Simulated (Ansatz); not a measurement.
# CH₇NSi₂: how energies converge with the basis set

Aim: see how fast density functionals converge with the basis set for CH₇NSi₂.

Computed with Ansatz 0.2.0, Gaussian basis. Level: one geometry, several basis sets.

Levels to be run: PBE0-D4/def2-SVP; ωB97M-V/def2-SVP; PBE0-D4/def2-QZVPP; ωB97M-V/def2-QZVPP; the functionals' def2-TZVPP values are taken from earlier runs.

**1. Structure used throughout**

All runs share one geometry, relaxed beforehand with PBE0-D4 in a triple-zeta def2 set.

SMILES `NC1[SiH2][SiH2]1`, 11 atoms, charge 0, spin multiplicity 1.

Atoms are counted from 1 here; the program's logs count them from 0.

Bond lengths: N1–C2 1.447 Å, N1–H5 1.012 Å, N1–H6 1.012 Å, C2–Si3 1.914 Å, C2–Si4 1.914 Å, C2–H7 1.097 Å, Si3–Si4 2.247 Å, Si3–H8 1.483 Å, Si3–H9 1.480 Å, Si4–H10 1.480 Å, Si4–H11 1.483 Å. Angles: C2–N1–H5 111.8°, C2–N1–H6 111.8°, H5–N1–H6 108.3°, N1–C2–Si3 114.9°, N1–C2–Si4 114.9°, N1–C2–H7 118.2°, Si3–C2–Si4 71.9°, Si3–C2–H7 114.2°, Si4–C2–H7 114.2°, C2–Si3–Si4 54.1°, C2–Si3–H8 116.3°, C2–Si3–H9 115.2°, Si4–Si3–H8 121.3°, Si4–Si3–H9 121.9°, H8–Si3–H9 113.7°, C2–Si4–Si3 54.1°, C2–Si4–H10 115.2°, C2–Si4–H11 116.3° and more.

**2. PBE0-D4 in def2-SVP**

in.yaml

```yaml
crystal:
  periodic: [false, false, false]
  atoms:
    - {symbol: N, position_ang: [-1.353111, 0.856232, -0.305266]}
    - {symbol: C, position_ang: [0.056485, 0.612669, -0.088523]}
    - {symbol: Si, position_ang: [0.453778, -0.638969, 1.304027]}
    - {symbol: Si, position_ang: [0.732644, -0.984273, -0.898568]}
    - {symbol: H, position_ang: [-1.531541, 1.239535, -1.224797]}
    - {symbol: H, position_ang: [-1.735248, 1.491699, 0.383539]}
    - {symbol: H, position_ang: [0.743052, 1.466751, -0.135548]}
    - {symbol: H, position_ang: [1.599945, -0.302910, 2.183381]}
    - {symbol: H, position_ang: [-0.721908, -1.163689, 2.034694]}
    - {symbol: H, position_ang: [-0.249138, -1.748781, -1.700490]}
    - {symbol: H, position_ang: [2.070242, -0.885363, -1.531748]}
basis:
  gaussian: {orbitals: def2-SVP}
hamiltonian: {xc: pbe0, dispersion: d4}
output: {orbitals: {seedname: orbitals}}
```

Launch:

```console
$ ansatz run in.yaml --threads 2 --pin off --events-out ev --progress --plain --max-ram 4352MiB
```

Output:

```text
Functional definition: PBE0
  name "PBE0"
  cite "Adamo & Barone, J. Chem. Phys. 110, 6158 (1999) doi:10.1063/1.478522"
  cite "Perdew, Burke & Ernzerhof, Phys. Rev. Lett. 77, 3865 (1996) doi:10.1103/PhysRevLett.77.3865"
  parent pbe
  parameter a = 0.25
  parameter kappa = 0.804
  parameter beta = 0.06672455060314922
  exchange = (1 - a)*pbe_x(kappa = kappa, mu = beta*pi^2/3) + a*exact_x
  correlation = pbe_c(beta = beta)
1128 factors; their error is unknown
mean field evaluation 1: about -18372.1392 eV, gradient 5.0e1 eV
mean field evaluation 2: about -18364.8268 eV, gradient 7.2e1 eV
mean field evaluation 4: about -18377.9372 eV, gradient 2.1e0 eV
mean field evaluation 8: about -18377.9507 eV, gradient 1.5e-2 eV
mean field evaluation 16: about -18378.0386 eV, gradient 2.6e-5 eV
mean field -18378.03859223 eV, -675.3804611824 hartree, gradient 2.6e-5 eV, S^2 0.000000; 0 other end points of the search recorded, 0 dependent functions left out
reference -18378.03862065 eV, -675.3804622270 hartree; 24, 24 occupied and 75, 75 virtual orbitals, 1128 factors
Total energy: -18378.24924357 eV, -675.3882024766 hartree
```

It took 2.4 s on 2 threads of Arm Neoverse V1, shared host.

**3. ωB97M-V in def2-SVP**

Changes to in.yaml since step 2:

```diff
@@ -16,3 +16,3 @@
   gaussian: {orbitals: def2-SVP}
-hamiltonian: {xc: pbe0, dispersion: d4}
+hamiltonian: {xc: {name: wB97M-V}}
 output: {orbitals: {seedname: orbitals}}
```

Launched as before.

Output, shortened:

```text
Functional definition: wB97M-V
  name "wB97M-V"
  cite "Mardirossian & Head-Gordon, J. Chem. Phys. 144, 214110 (2016) doi:10.1063/1.4952647"
  cite "Becke, J. Chem. Phys. 107, 8554 (1997) doi:10.1063/1.475007"
  cite "Vydrov & Van Voorhis, J. Chem. Phys. 133, 244103 (2010) doi:10.1063/1.3521275"
  # Of w^i u^j: cxij and so on, Table III.
[...]
  gx(w, u) = 1 - cx + cx01*u + cx10*w
  gss(w, u) = css00 + css04*u^4 + css10*w + css20*w^2 + css43*w^4*u^3
  gos(w, u) = cos00 + cos10*w + (cos20 + cos21*u)*w^2 + (cos60 + cos61*u)*w^6
[...]
      + integral(e_c_pw_mod_opposite_spin*gos(b97_w_opposite, b97_u_opposite)) + vv10(b, c)
1128 factors; their error is unknown
344 factors; integrals over basis functions are off by at most 6.6e-6 eV
[...]
mean field -18384.98443587 eV, -675.6357162282 hartree, gradient 4.9e-5 eV, S^2 0.000000; 0 other end points of the search recorded, 0 dependent functions left out
reference -18384.98448088 eV, -675.6357178822 hartree; 24, 24 occupied and 75, 75 virtual orbitals, 1128 factors
Total energy: -18384.98448088 eV, -675.6357178822 hartree
```

Run time: 8.5 s. Hardware: 2 threads of Arm Neoverse V1, shared host; peak memory 0.29 GiB.

**4. PBE0-D4 in def2-QZVPP**

Changes to in.yaml since step 3:

```diff
@@ -15,4 +15,4 @@
 basis:
-  gaussian: {orbitals: def2-SVP}
-hamiltonian: {xc: {name: wB97M-V}}
+  gaussian: {orbitals: "def2-QZVPP.json"}
+hamiltonian: {xc: pbe0, dispersion: d4}
 output: {orbitals: {seedname: orbitals}}
```

The command is unchanged.

Output:

```text
Functional definition: PBE0
  name "PBE0"
  cite "Adamo & Barone, J. Chem. Phys. 110, 6158 (1999) doi:10.1063/1.478522"
  cite "Perdew, Burke & Ernzerhof, Phys. Rev. Lett. 77, 3865 (1996) doi:10.1103/PhysRevLett.77.3865"
  parent pbe
  parameter a = 0.25
  parameter kappa = 0.804
  parameter beta = 0.06672455060314922
  exchange = (1 - a)*pbe_x(kappa = kappa, mu = beta*pi^2/3) + a*exact_x
  correlation = pbe_c(beta = beta)
1546 factors; their error is unknown
mean field evaluation 1: about -18377.7868 eV, gradient 6.5e1 eV
mean field evaluation 2: about -18356.8523 eV, gradient 1.1e2 eV
mean field evaluation 4: about -18387.1875 eV, gradient 2.9e0 eV
mean field evaluation 8: about -18387.2123 eV, gradient 8.4e-2 eV
mean field evaluation 16: about -18387.2229 eV, gradient 8.5e-5 eV
mean field -18387.22293639 eV, -675.7179796050 hartree, gradient 8.5e-5 eV, S^2 0.000000; 0 other end points of the search recorded, 0 dependent functions left out
reference -18387.22298127 eV, -675.7179812543 hartree; 24, 24 occupied and 440, 440 virtual orbitals, 1546 factors
Total energy: -18387.43360419 eV, -675.7257215039 hartree
```

Wall time 23 s (2 threads of Arm Neoverse V1, shared host); peak memory 1.5 GiB.

**5. ωB97M-V in def2-QZVPP**

Changes to in.yaml since step 4:

```diff
@@ -16,3 +16,3 @@
   gaussian: {orbitals: "def2-QZVPP.json"}
-hamiltonian: {xc: pbe0, dispersion: d4}
+hamiltonian: {xc: {name: wB97M-V}}
 output: {orbitals: {seedname: orbitals}}
```

Same command.

Output, shortened:

```text
Functional definition: wB97M-V
  name "wB97M-V"
  cite "Mardirossian & Head-Gordon, J. Chem. Phys. 144, 214110 (2016) doi:10.1063/1.4952647"
  cite "Becke, J. Chem. Phys. 107, 8554 (1997) doi:10.1063/1.475007"
  cite "Vydrov & Van Voorhis, J. Chem. Phys. 133, 244103 (2010) doi:10.1063/1.3521275"
  # Of w^i u^j: cxij and so on, Table III.
[...]
  gx(w, u) = 1 - cx + cx01*u + cx10*w
  gss(w, u) = css00 + css04*u^4 + css10*w + css20*w^2 + css43*w^4*u^3
  gos(w, u) = cos00 + cos10*w + (cos20 + cos21*u)*w^2 + (cos60 + cos61*u)*w^6
[...]
      + integral(e_c_pw_mod_opposite_spin*gos(b97_w_opposite, b97_u_opposite)) + vv10(b, c)
1506 factors; their error is unknown
392 factors; integrals over basis functions are off by at most 9.9e-6 eV
[...]
mean field -18394.28413237 eV, -675.9774737709 hartree, gradient 1.1e-5 eV, S^2 0.000000; 0 other end points of the search recorded, 0 dependent functions left out
reference -18394.28420456 eV, -675.9774764239 hartree; 24, 24 occupied and 440, 440 virtual orbitals, 1506 factors
Total energy: -18394.28420456 eV, -675.9774764239 hartree
```

Wall time 47 s (2 threads of Arm Neoverse V1, shared host); peak memory 1.8 GiB.

**6. Density functionals: the series**

The def2-TZVPP values come from earlier runs at the same geometry.

| functional | basis | functions | energy (eV) | from the largest (eV) | HOMO (eV) | LUMO (eV) |
| --- | --- | --- | --- | --- | --- | --- |
| PBE0-D4 | def2-SVP | 99 | -18378.2492 | 9.184 | -6.13 | 0.14 |
| PBE0-D4 | def2-TZVPP | 244 | -18386.7478 | 0.686 | -6.25 | -0.17 |
| PBE0-D4 | def2-QZVPP | 464 | -18387.4336 | 0.000 | -6.27 | -0.29 |
| ωB97M-V | def2-SVP | 99 | -18384.9845 | 9.300 | -8.22 | 1.99 |
| ωB97M-V | def2-TZVPP | 244 | -18393.6416 | 0.643 | -8.33 | 1.47 |
| ωB97M-V | def2-QZVPP | 464 | -18394.2842 | 0.000 | -8.36 | 1.10 |

**7. What came out**

```
                                       quantity          value
PBE0-D4: double and triple zeta above quadruple  9.18, 0.69 eV
ωB97M-V: double and triple zeta above quadruple  9.30, 0.64 eV
```

For PBE0-D4 the step from double to triple zeta gains 8.50 eV and the next only 0.69 eV. These are total energies; as a rule much of such shifts cancels in differences, which this series doesn't test. The LUMO of ωB97M-V is positive and keeps falling with the basis (1.99 to 1.10 eV): an unbound level that the basis holds in place.

For PBE0-D4 the largest set took about 10 times as long as the smallest (23 s against 2.4 s).
